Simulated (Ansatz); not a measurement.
**C2H10AlOP: one molecule under many settings**

Aim: run C2H10AlOP under a spread of inputs, and see what each costs and gives.

Method: the settings change from run to run; program: Ansatz 0.2.0, Gaussian basis.

## (1) The molecule

An earlier PBE0-D4 in a triple-zeta def2 set relaxation fixed the geometry.

SMILES `[CH3][Al-]([CH3])([OH])[PH3+]`, 15 atoms, charge 0, spin multiplicity 1.

Atoms are counted from 1 here; the program's logs count them from 0.

Bond lengths: C1–Al2 1.960 Å, C1–H6 1.095 Å, C1–H7 1.096 Å, C1–H8 1.094 Å, Al2–C3 1.967 Å, Al2–O4 1.730 Å, Al2–P5 2.617 Å, C3–H9 1.095 Å, C3–H10 1.096 Å, C3–H11 1.095 Å, O4–H12 0.955 Å, P5–H13 1.413 Å, P5–H14 1.411 Å, P5–H15 1.410 Å. Angles: Al2–C1–H6 112.6°, Al2–C1–H7 110.5°, Al2–C1–H8 112.1°, H6–C1–H7 106.7°, H6–C1–H8 107.9°, H7–C1–H8 106.7°, C1–Al2–C3 121.8°, C1–Al2–O4 114.7°, C1–Al2–P5 98.5°, C3–Al2–O4 118.6°, C3–Al2–P5 101.2°, O4–Al2–P5 91.9°, Al2–C3–H9 113.1°, Al2–C3–H10 110.7°, Al2–C3–H11 111.9°, H9–C3–H10 106.8°, H9–C3–H11 107.4°, H10–C3–H11 106.5° and more.

## (2) RPBE/cc-pVDZ

This run has high accuracy.

in.yaml

```yaml
crystal:
  periodic: [false, false, false]
  atoms:
    - {symbol: C, position_ang: [-1.773403, -0.023418, 1.069031]}
    - {symbol: Al, position_ang: [-0.170278, -0.633798, 0.120985]}
    - {symbol: C, position_ang: [1.565198, -0.814906, 1.028021]}
    - {symbol: O, position_ang: [-0.482391, -1.607879, -1.274180]}
    - {symbol: P, position_ang: [0.244537, 1.492489, -1.346579]}
    - {symbol: H, position_ang: [-1.595066, 0.880918, 1.660056]}
    - {symbol: H, position_ang: [-2.121902, -0.792111, 1.767841]}
    - {symbol: H, position_ang: [-2.602983, 0.180714, 0.385458]}
    - {symbol: H, position_ang: [2.404105, -0.923883, 0.333131]}
    - {symbol: H, position_ang: [1.573774, -1.699091, 1.675589]}
    - {symbol: H, position_ang: [1.781847, 0.044436, 1.671416]}
    - {symbol: H, position_ang: [0.187472, -2.185950, -1.634252]}
    - {symbol: H, position_ang: [0.510736, 2.803601, -0.892365]}
    - {symbol: H, position_ang: [1.271034, 1.420523, -2.312204]}
    - {symbol: H, position_ang: [-0.814479, 1.807755, -2.222748]}
basis:
  gaussian: {orbitals: cc-pVDZ}
hamiltonian: {xc: {name: RPBE}}
accuracy: high
output: {forces: true}
```

Run with:

```console
ansatz run in.yaml --threads 4 --pin off --events-out ev --progress --plain --max-ram 11315MiB
```

What it wrote, shortened:

```text
Functional definition: RPBE
  name "RPBE"
  cite "Hammer, Hansen & Nørskov, Phys. Rev. B 59, 7413 (1999) doi:10.1103/PhysRevB.59.7413"
  cite "Perdew, Burke & Ernzerhof, Phys. Rev. Lett. 77, 3865 (1996) doi:10.1103/PhysRevLett.77.3865"
[...]
3089 factors; integrals over basis functions are off by at most 6.8e-9 eV
[...]
mean field -20169.99521513 eV, -741.2336524421 hartree, gradient 7.6e-8 eV, S^2 0.000000; 0 other end points of the search recorded, 0 dependent functions left out
[...]
reference -20169.99522017 eV, -741.2336526275 hartree; 29, 29 occupied and 99, 99 virtual orbitals, 3089 factors
Total energy: -20169.99522017 eV, -741.2336526275 hartree
Atom 0 at    -1.773403    -0.023418     1.069031 Å, force     0.107921    -0.014310    -0.128485 eV/Å
Atom 1 at    -0.170278    -0.633798     0.120985 Å, force     0.229546     0.400127     0.778382 eV/Å
Atom 2 at     1.565198    -0.814906     1.028021 Å, force    -0.107577     0.066055    -0.092420 eV/Å
Atom 3 at    -0.482391    -1.607879    -1.274180 Å, force    -0.921277    -0.275653    -0.780927 eV/Å
Atom 4 at     0.244537     1.492489    -1.346579 Å, force    -0.051141    -0.438238     0.460581 eV/Å
Atom 5 at    -1.595066     0.880918     1.660056 Å, force     0.070232     0.474133     0.324084 eV/Å
Atom 6 at    -2.121902    -0.792111     1.767841 Å, force    -0.182159    -0.412659     0.372547 eV/Å
Atom 7 at    -2.602983     0.180714     0.385458 Å, force    -0.453621     0.110582    -0.344562 eV/Å
Atom 8 at     2.404105    -0.923883     0.333131 Å, force     0.466505    -0.064284    -0.345954 eV/Å
Atom 9 at     1.573774    -1.699091     1.675589 Å, force     0.001308    -0.472538     0.348628 eV/Å
Atom 10 at     1.781847     0.044436     1.671416 Å, force     0.134550     0.447237     0.353152 eV/Å
Atom 11 at     0.187472    -2.185950    -1.634252 Å, force     0.597653    -0.519966    -0.333489 eV/Å
Atom 12 at     0.510736     2.803601    -0.892365 Å, force     0.111416     0.560672     0.142410 eV/Å
Atom 13 at     1.271034     1.420523    -2.312204 Å, force     0.396887    -0.002249    -0.396376 eV/Å
Atom 14 at    -0.814479     1.807755    -2.222748 Å, force    -0.400244     0.141093    -0.357571 eV/Å
Dipole moment:     0.337006     0.517449    -0.359104 e Å
```

Wall time 7 s (4 threads of Arm Neoverse V1, shared host).

Largest force 1.239 eV/Å, dipole 3.43 D.

## (3) revPBE/def2-TZVPD

Set apart from the defaults: a grid of angular degree 11, D3(BJ) dispersion, the search for lower states set to light.

Changes to in.yaml since step 2:

```diff
@@ -19,5 +19,4 @@
 basis:
-  gaussian: {orbitals: cc-pVDZ}
-hamiltonian: {xc: {name: RPBE}}
-accuracy: high
-output: {forces: true}
+  gaussian: {orbitals: def2-TZVPD, final_grid: {core_spheres: 5, valence_spheres: 4, degree: 11}}
+hamiltonian: {xc: {name: revPBE}, dispersion: d3bj}
+scf: {lower_state_search: light}
```

Launched as before.

What it wrote:

```text
Functional definition: revPBE
  name "revPBE"
  cite "Zhang & Yang, Phys. Rev. Lett. 80, 890 (1998) doi:10.1103/PhysRevLett.80.890"
  cite "Perdew, Burke & Ernzerhof, Phys. Rev. Lett. 77, 3865 (1996) doi:10.1103/PhysRevLett.77.3865"
  parameter kappa = 1.245
  parameter beta = 0.06672455060314922
  exchange = pbe_x(kappa = kappa, mu = beta*pi^2/3)
  correlation = pbe_c(beta = beta)
1581 factors; their error is unknown
mean field evaluation 1: about -20145.1864 eV, gradient 1.1e2 eV
mean field evaluation 2: about -19943.4017 eV, gradient 2.4e2 eV
mean field evaluation 4: about -20168.6801 eV, gradient 2.0e1 eV
mean field evaluation 8: about -20169.5469 eV, gradient 2.2e-1 eV
mean field evaluation 16: about -20169.5048 eV, gradient 1.6e-3 eV
mean field -20169.50483531 eV, -741.2156313161 hartree, gradient 4.3e-5 eV, S^2 0.000000; 0 other end points of the search recorded, 0 dependent functions left out
reference -20169.50493976 eV, -741.2156351546 hartree; 29, 29 occupied and 261, 261 virtual orbitals, 1581 factors
Total energy: -20170.25043009 eV, -741.2430314192 hartree
```

It took 2.3 s on 4 threads of Arm Neoverse V1, shared host.

## (4) BHLYP/def2-mTZVP

Options: D4 dispersion.

Changes to in.yaml since step 3:

```diff
@@ -19,4 +19,4 @@
 basis:
-  gaussian: {orbitals: def2-TZVPD, final_grid: {core_spheres: 5, valence_spheres: 4, degree: 11}}
-hamiltonian: {xc: {name: revPBE}, dispersion: d3bj}
-scf: {lower_state_search: light}
+  gaussian: {orbitals: def2-mTZVP}
+hamiltonian: {xc: {name: BHLYP}, dispersion: d4}
+output: {forces: true}
```

Launched as before.

What it wrote, shortened:

```text
Functional definition: BHLYP
  name "BHLYP"
  cite "Becke, J. Chem. Phys. 98, 1372 (1993) doi:10.1063/1.464304"
  cite "Becke, Phys. Rev. A 38, 3098 (1988) doi:10.1103/PhysRevA.38.3098"
  cite "Lee, Yang & Parr, Phys. Rev. B 37, 785 (1988) doi:10.1103/PhysRevB.37.785"
[...]
1291 factors; integrals over basis functions are off by at most 1.0e-3 eV
[...]
mean field -20170.63581158 eV, -741.2571939277 hartree, gradient 5.0e-5 eV, S^2 0.000000; 0 other end points of the search recorded, 0 dependent functions left out
[...]
reference -20170.63605181 eV, -741.2572027558 hartree; 29, 29 occupied and 107, 107 virtual orbitals, 1291 factors
Total energy: -20171.03537974 eV, -741.2718777865 hartree
Atom 0 at    -1.773403    -0.023418     1.069031 Å, force    -0.109322    -0.000474     0.085328 eV/Å
[...]
Atom 5 at    -1.595066     0.880918     1.660056 Å, force    -0.083686    -0.215452    -0.130609 eV/Å
Atom 6 at    -2.121902    -0.792111     1.767841 Å, force     0.039623     0.223991    -0.158977 eV/Å
Atom 7 at    -2.602983     0.180714     0.385458 Å, force     0.178881    -0.037857     0.200017 eV/Å
Atom 8 at     2.404105    -0.923883     0.333131 Å, force    -0.176863     0.024177     0.197109 eV/Å
Atom 9 at     1.573774    -1.699091     1.675589 Å, force     0.049904     0.228904    -0.148450 eV/Å
Atom 10 at     1.781847     0.044436     1.671416 Å, force    -0.015560    -0.224783    -0.146526 eV/Å
Atom 11 at     0.187472    -2.185950    -1.634252 Å, force    -0.185677     0.123896     0.077470 eV/Å
Atom 12 at     0.510736     2.803601    -0.892365 Å, force    -0.045246    -0.233261    -0.026613 eV/Å
Atom 13 at     1.271034     1.420523    -2.312204 Å, force    -0.154832    -0.025960     0.168130 eV/Å
Atom 14 at    -0.814479     1.807755    -2.222748 Å, force     0.150662    -0.078903     0.156798 eV/Å
Dipole moment:     0.362619     0.552682    -0.346273 e Å
```

Wall time 2.6 s (4 threads of Arm Neoverse V1, shared host).

Largest force 0.526 eV/Å, dipole 3.58 D.

## (5) B97/cc-pVDZ

Options: density fitting with def2-universal-jkfit.

Changes to in.yaml since step 4:

```diff
@@ -19,4 +19,4 @@
 basis:
-  gaussian: {orbitals: def2-mTZVP}
-hamiltonian: {xc: {name: BHLYP}, dispersion: d4}
+  gaussian: {orbitals: cc-pVDZ, fitting: {mean_field: def2-universal-jkfit}}
+hamiltonian: {xc: {name: B97}}
 output: {forces: true}
```

Launched as before.

What it wrote, shortened:

```text
Functional definition: B97
  name "B97"
  cite "Becke, J. Chem. Phys. 107, 8554 (1997) doi:10.1063/1.475007"
[...]
      + integral(e_c_pw_opposite_spin*poly(b97_u_opposite, cos0, cos1, cos2))
663 factors; integrals over basis functions are off by at most 3.5e-1 eV
[...]
mean field -20168.06097877 eV, -741.1625705670 hartree, gradient 6.2e-5 eV, S^2 0.000000; 0 other end points of the search recorded, 0 dependent functions left out
[...]
reference -20168.06100912 eV, -741.1625716825 hartree; 29, 29 occupied and 99, 99 virtual orbitals, 663 factors
Total energy: -20168.06100912 eV, -741.1625716825 hartree
Atom 0 at    -1.773403    -0.023418     1.069031 Å, force     0.102673    -0.016852    -0.106888 eV/Å
Atom 1 at    -0.170278    -0.633798     0.120985 Å, force     0.141205     0.270417     0.635595 eV/Å
[...]
Atom 5 at    -1.595066     0.880918     1.660056 Å, force     0.048731     0.325227     0.224577 eV/Å
Atom 6 at    -2.121902    -0.792111     1.767841 Å, force    -0.122312    -0.283783     0.253830 eV/Å
Atom 7 at    -2.602983     0.180714     0.385458 Å, force    -0.305073     0.073132    -0.240713 eV/Å
Atom 8 at     2.404105    -0.923883     0.333131 Å, force     0.320010    -0.044806    -0.238381 eV/Å
Atom 9 at     1.573774    -1.699091     1.675589 Å, force    -0.002242    -0.323888     0.237535 eV/Å
Atom 10 at     1.781847     0.044436     1.671416 Å, force     0.087044     0.307268     0.239945 eV/Å
Atom 11 at     0.187472    -2.185950    -1.634252 Å, force     0.262868    -0.254812    -0.166162 eV/Å
Atom 12 at     0.510736     2.803601    -0.892365 Å, force     0.058502     0.284430     0.090380 eV/Å
Atom 13 at     1.271034     1.420523    -2.312204 Å, force     0.213483    -0.014916    -0.204571 eV/Å
Atom 14 at    -0.814479     1.807755    -2.222748 Å, force    -0.219069     0.060367    -0.180766 eV/Å
Dipole moment:     0.355218     0.537115    -0.354696 e Å
```

It took 4 s on 4 threads of Arm Neoverse V1, shared host.

Largest force 0.848 eV/Å, dipole 3.53 D.

## (6) r2SCAN/cc-pVTZ-DK

Changes to in.yaml since step 5:

```diff
@@ -19,4 +19,4 @@
 basis:
-  gaussian: {orbitals: cc-pVDZ, fitting: {mean_field: def2-universal-jkfit}}
-hamiltonian: {xc: {name: B97}}
+  gaussian: {orbitals: cc-pVTZ-DK}
+hamiltonian: {xc: {name: r2SCAN}}
 output: {forces: true}
```

Launched as before.

What it wrote, shortened:

```text
Functional definition: r2SCAN
  name "r2SCAN"
  cite "Furness, Kaplan, Ning, Perdew & Sun, J. Phys. Chem. Lett. 11, 8208 (2020) doi:10.1021/acs.jpclett.0c02405"
  cite "Furness, Kaplan, Ning, Perdew & Sun, J. Phys. Chem. Lett. 11, 9248 (2020) doi:10.1021/acs.jpclett.0c03077"
  parent r2scan
[...]
1637 factors; their error is unknown
[...]
mean field -20206.81617375 eV, -742.5867977134 hartree, gradient 2.3e-5 eV, S^2 0.000000; 0 other end points of the search recorded, 0 dependent functions left out
[...]
reference -20206.81618994 eV, -742.5867983084 hartree; 29, 29 occupied and 269, 269 virtual orbitals, 1637 factors
Total energy: -20206.81618994 eV, -742.5867983084 hartree
Relativity: scalar
Atom 0 at    -1.773403    -0.023418     1.069031 Å, force    -0.015028    -0.006732     0.004609 eV/Å
[...]
Atom 5 at    -1.595066     0.880918     1.660056 Å, force    -0.027797    -0.017537    -0.004582 eV/Å
Atom 6 at    -2.121902    -0.792111     1.767841 Å, force    -0.014503     0.026723    -0.004767 eV/Å
Atom 7 at    -2.602983     0.180714     0.385458 Å, force     0.001201     0.002018     0.029946 eV/Å
Atom 8 at     2.404105    -0.923883     0.333131 Å, force    -0.000099    -0.000433     0.028811 eV/Å
Atom 9 at     1.573774    -1.699091     1.675589 Å, force     0.021151     0.020635    -0.005164 eV/Å
Atom 10 at     1.781847     0.044436     1.671416 Å, force     0.021981    -0.027282    -0.002101 eV/Å
Atom 11 at     0.187472    -2.185950    -1.634252 Å, force     0.060400    -0.049971    -0.036245 eV/Å
Atom 12 at     0.510736     2.803601    -0.892365 Å, force     0.011220     0.071054    -0.009701 eV/Å
Atom 13 at     1.271034     1.420523    -2.312204 Å, force     0.029303     0.014824    -0.047186 eV/Å
Atom 14 at    -0.814479     1.807755    -2.222748 Å, force    -0.026421     0.022048    -0.040198 eV/Å
Dipole moment:     0.336163     0.525571    -0.353612 e Å
```

Run time: 8.5 s. Hardware: 4 threads of Arm Neoverse V1, shared host.

Largest force 0.186 eV/Å, dipole 3.44 D.

## (7) PBE/def2-TZVPP

Changes to in.yaml since step 6:

```diff
@@ -19,4 +19,3 @@
 basis:
-  gaussian: {orbitals: cc-pVTZ-DK}
-hamiltonian: {xc: {name: r2SCAN}}
-output: {forces: true}
+  gaussian: {orbitals: def2-TZVPP}
+hamiltonian: {xc: {name: PBE}}
```

Same command.

What it wrote:

```text
Functional definition: PBE
  name "PBE"
  cite "Perdew, Burke & Ernzerhof, Phys. Rev. Lett. 77, 3865 (1996) doi:10.1103/PhysRevLett.77.3865"
  parent pbe
  parameter kappa = 0.804
  parameter beta = 0.06672455060314922
  exchange = pbe_x(kappa = kappa, mu = beta*pi^2/3)
  correlation = pbe_c(beta = beta)
1657 factors; their error is unknown
mean field evaluation 1: about -20135.2466 eV, gradient 1.1e2 eV
mean field evaluation 2: about -19947.2264 eV, gradient 2.5e2 eV
mean field evaluation 4: about -20159.4429 eV, gradient 2.4e1 eV
mean field evaluation 8: about -20160.5551 eV, gradient 2.5e-1 eV
mean field evaluation 16: about -20160.5241 eV, gradient 3.8e-4 eV
mean field -20160.52414728 eV, -740.8855971184 hartree, gradient 3.6e-5 eV, S^2 0.000000; 0 other end points of the search recorded, 0 dependent functions left out
reference -20160.52420365 eV, -740.8855991900 hartree; 29, 29 occupied and 288, 288 virtual orbitals, 1657 factors
Total energy: -20160.52420365 eV, -740.8855991900 hartree
```

It took 3.4 s on 4 threads of Arm Neoverse V1, shared host.

## (8) revPBE0/cc-pVDZ

Changes to in.yaml since step 7:

```diff
@@ -19,3 +19,3 @@
 basis:
-  gaussian: {orbitals: def2-TZVPP}
-hamiltonian: {xc: {name: PBE}}
+  gaussian: {orbitals: cc-pVDZ}
+hamiltonian: {xc: {name: revPBE0}}
```

Launched as before.

What it wrote, shortened:

```text
Functional definition: revPBE0
  name "revPBE0"
  cite "Zhang & Yang, Phys. Rev. Lett. 80, 890 (1998) doi:10.1103/PhysRevLett.80.890"
  cite "Adamo & Barone, J. Chem. Phys. 110, 6158 (1999) doi:10.1063/1.478522"
  cite "Perdew, Burke & Ernzerhof, Phys. Rev. Lett. 77, 3865 (1996) doi:10.1103/PhysRevLett.77.3865"
[...]
1685 factors; their error is unknown
[...]
mean field -20166.81101829 eV, -741.1166353668 hartree, gradient 2.3e-5 eV, S^2 0.000000; 0 other end points of the search recorded, 0 dependent functions left out
reference -20166.81106062 eV, -741.1166369224 hartree; 29, 29 occupied and 99, 99 virtual orbitals, 1685 factors
Total energy: -20166.81106062 eV, -741.1166369224 hartree
```

Run time: 1.6 s. Hardware: 4 threads of Arm Neoverse V1, shared host.

## (9) wB97/def2-TZVPP

Options: atoms shaken by 0.15 Å, a grid of angular degree 11, the search for lower states set to off.

in.yaml

```yaml
crystal:
  periodic: [false, false, false]
  atoms:
    - {symbol: C, position_ang: [-1.915159, 0.192278, 0.810372]}
    - {symbol: Al, position_ang: [-0.141728, -0.701606, 0.167710]}
    - {symbol: C, position_ang: [1.511801, -0.744910, 0.900554]}
    - {symbol: O, position_ang: [-0.241289, -1.619709, -1.101903]}
    - {symbol: P, position_ang: [0.280811, 1.489081, -1.368668]}
    - {symbol: H, position_ang: [-1.888586, 0.751858, 1.986127]}
    - {symbol: H, position_ang: [-2.027222, -0.764640, 1.839349]}
    - {symbol: H, position_ang: [-2.550706, 0.360334, 0.231201]}
    - {symbol: H, position_ang: [2.267913, -0.870218, 0.163819]}
    - {symbol: H, position_ang: [1.399695, -1.665719, 1.666290]}
    - {symbol: H, position_ang: [1.768057, 0.112798, 1.878657]}
    - {symbol: H, position_ang: [0.103039, -2.395330, -1.508687]}
    - {symbol: H, position_ang: [0.587837, 2.769823, -0.551051]}
    - {symbol: H, position_ang: [1.349592, 1.476346, -2.427445]}
    - {symbol: H, position_ang: [-0.711188, 1.812509, -2.262761]}
basis:
  gaussian: {orbitals: def2-TZVPP, final_grid: {core_spheres: 5, valence_spheres: 4, degree: 11}}
hamiltonian: {xc: {name: wB97}}
scf: {lower_state_search: off}
```

Launched as before.

What it wrote, shortened:

```text
Functional definition: wB97
  name "wB97"
  cite "Chai & Head-Gordon, J. Chem. Phys. 128, 084106 (2008) doi:10.1063/1.2834918"
  cite "Becke, J. Chem. Phys. 107, 8554 (1997) doi:10.1063/1.475007"
[...]
  # The coefficients of nought are those of the uniform gas.
[...]
      + integral(e_c_pw_opposite_spin*poly(b97_u_opposite, 1, cos1, cos2, cos3, cos4))
[...]
1657 factors; their error is unknown
563 factors; integrals over basis functions are off by at most 2.8e-5 eV
[...]
mean field -20167.32847340 eV, -741.1356514911 hartree, gradient 3.3e-6 eV, S^2 0.000000; 0 other end points of the search recorded, 0 dependent functions left out
reference -20167.32846311 eV, -741.1356511130 hartree; 29, 29 occupied and 288, 288 virtual orbitals, 1657 factors
Total energy: -20167.32846311 eV, -741.1356511130 hartree
Checks for a lower state left out: stability, starts, cluster_reference, orbital_swaps, neighbouring_geometries, increment
```

Run time: 2.6 s. Hardware: 4 threads of Arm Neoverse V1, shared host; peak memory 0.64 GiB.

## (10) The runs in one table

```csv
level,charge,multiplicity,geometry,functions,energy (eV),time
RPBE/cc-pVDZ,0,1,relaxed,128,-20169.995,7 s
revPBE/def2-TZVPD,0,1,relaxed,290,-20170.250,2.3 s
BHLYP/def2-mTZVP,0,1,relaxed,136,-20171.035,2.6 s
B97/cc-pVDZ,0,1,relaxed,128,-20168.061,4 s
r2SCAN/cc-pVTZ-DK,0,1,relaxed,298,-20206.816,8.5 s
PBE/def2-TZVPP,0,1,relaxed,317,-20160.524,3.4 s
revPBE0/cc-pVDZ,0,1,relaxed,128,-20166.811,1.6 s
wB97/def2-TZVPP,0,1,shaken,317,-20167.328,2.6 s
```

## (11) Outcome

| quantity | value |
| --- | --- |
| runs | 8 |
| quickest | revPBE0/cc-pVDZ, 1.6 s |
| slowest | r2SCAN/cc-pVTZ-DK, 8.5 s |
| spread of total energies, same state and geometry | 46.3 eV |
| dipole, same state and geometry | 3.43 to 3.58 D |

In words: r2SCAN/cc-pVTZ-DK took 5 times as long as revPBE0/cc-pVDZ. The jobs differ in tasks and options as well as level. The totals spread over 46 eV; they can't be compared across methods or bases. Some of these runs are scalar-relativistic and others not, which shifts the totals of all-electron atoms past neon by several eV an atom and more; core potentials, where a basis has them, take the core out of the total altogether. At the PBE0-D4/def2-TZVP geometry and in the same state, the sound runs without point charges leave forces up to 1.24 eV/Å (RPBE/cc-pVDZ). At that geometry and state the dipole changes by 4 % between the lowest and highest value.
